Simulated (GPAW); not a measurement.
Here is a GPAW 26.7.0 calculation.

Contents of run.py:

```python
from ase import Atoms
from ase.dft.bandgap import bandgap
from ase.io import write
from ase.units import GPa
from gpaw import GPAW, PW, setup_paths

setup_paths.insert(0, '.')

atoms = Atoms(['Ru', 'Ru', 'Ru', 'Nb'],
              cell=[[2.7750604702, 0.0, 0.0],
                    [-1.3875302351, 2.4032728643, 0.0],
                    [0.0, 0.0, 9.013267]],
              scaled_positions=[[0.3333333333, 0.6666666667, 0.235094],
                                [0.3333333333, 0.6666666667, 0.764906],
                                [0.0, 0.0, 0.0],
                                [0.0, 0.0, 0.5]],
              pbc=True)

calc = GPAW(mode=PW(600),
            xc='PBEsol',
            kpts={'size': (11, 11, 3), 'gamma': True},
            occupations={'name': 'fermi-dirac', 'width': 0.05},
            nbands=53,
            convergence={'density': 1e-05, 'energy': 1e-05},
            maxiter=150,
            txt='gpaw.txt')
atoms.calc = calc
energy = atoms.get_potential_energy()
forces = atoms.get_forces()
stress = atoms.get_stress()
calc.write('gs.gpw')
write('result.traj', atoms)
print(f'Energy: {energy:.6f} eV')
print('Forces (eV/A):')
print(forces.round(4))
print('Stress (GPa):', (stress / GPa).round(3))
print('Fermi level:', round(calc.get_fermi_level(), 4), 'eV')
print(f'Gap: {bandgap(calc)[0]:.4f} eV, direct: {bandgap(calc, direct=True)[0]:.4f} eV')
```

Potentials or basis: PAW data sets generated in the run's folder for this functional, pw.

The run is started by

```sh
$ gpaw-setup -f PBEsol Nb Ru
$ OMP_NUM_THREADS=1 python run.py
```

(1) Estimate the largest force.

(2) Estimate the band gap on the k mesh.

Results:

(1) 0.258 eV/Å.

(2) none (metal or under the smearing width).
